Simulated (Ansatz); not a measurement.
**CSSe: how energies converge with the basis set**

The task here is to estimate one member of a computed series from the others.

Program: Ansatz 0.2.0, Gaussian basis. Level of theory: one geometry, several basis sets. These are calculated values, not measurements.

The runs, in order: PBE0-D4/def2-SVP; ωB97M-V/def2-SVP; PBE0-D4/def2-QZVPP; ωB97M-V/def2-QZVPP; the functionals' def2-TZVPP values are taken from earlier runs.

### The geometry

An earlier PBE0-D4 in a triple-zeta def2 set relaxation fixed the geometry.

SMILES `S=C=[Se]`, 3 atoms, charge 0, spin multiplicity 1.

Atoms are counted from 1 here; the program's logs count them from 0.

Bond lengths: S1–C2 1.545 Å, C2–Se3 1.692 Å. Angles: S1–C2–Se3 180.0°.

Set-up of the first run:

in.yaml

```yaml
crystal:
  periodic: [false, false, false]
  atoms:
    - {symbol: S, position_ang: [1.136705, -1.013822, 0.501235]}
    - {symbol: C, position_ang: [0.031509, -0.052209, 0.011207]}
    - {symbol: Se, position_ang: [-1.179214, 1.001231, -0.525641]}
basis:
  gaussian: {orbitals: def2-SVP}
hamiltonian: {xc: pbe0, dispersion: d4}
output: {orbitals: {seedname: orbitals}}
```

Launch:

```sh
$ ansatz run in.yaml --threads 4 --pin off --events-out ev --progress --plain --max-ram 10444MiB
```

Steps of the session up to this table: PBE0-D4 in def2-SVP; ωB97M-V in def2-SVP; PBE0-D4 in def2-QZVPP; ωB97M-V in def2-QZVPP.

One of the session's tables, all rows but one given; the rest of the session is left out.

It belongs to the step «Functionals by basis». 

| functional | basis | HOMO (eV) | LUMO (eV) |
| --- | --- | --- | --- |
| PBE0-D4 | def2-SVP | -7.44 | -1.95 |
| PBE0-D4 | def2-TZVPP | -7.50 | -2.11 |
| PBE0-D4 | def2-QZVPP | -7.51 | -2.15 |
| ωB97M-V | def2-SVP | -9.29 | 0.15 |
| ωB97M-V | def2-TZVPP | -9.38 | -0.09 |
| ωB97M-V | def2-QZVPP | ? | ? |

Estimate the missing values for ωB97M-V, def2-QZVPP.

As computed: HOMO (eV): -9.39; LUMO (eV): -0.15. In the column «HOMO (eV)» it is the lowest.
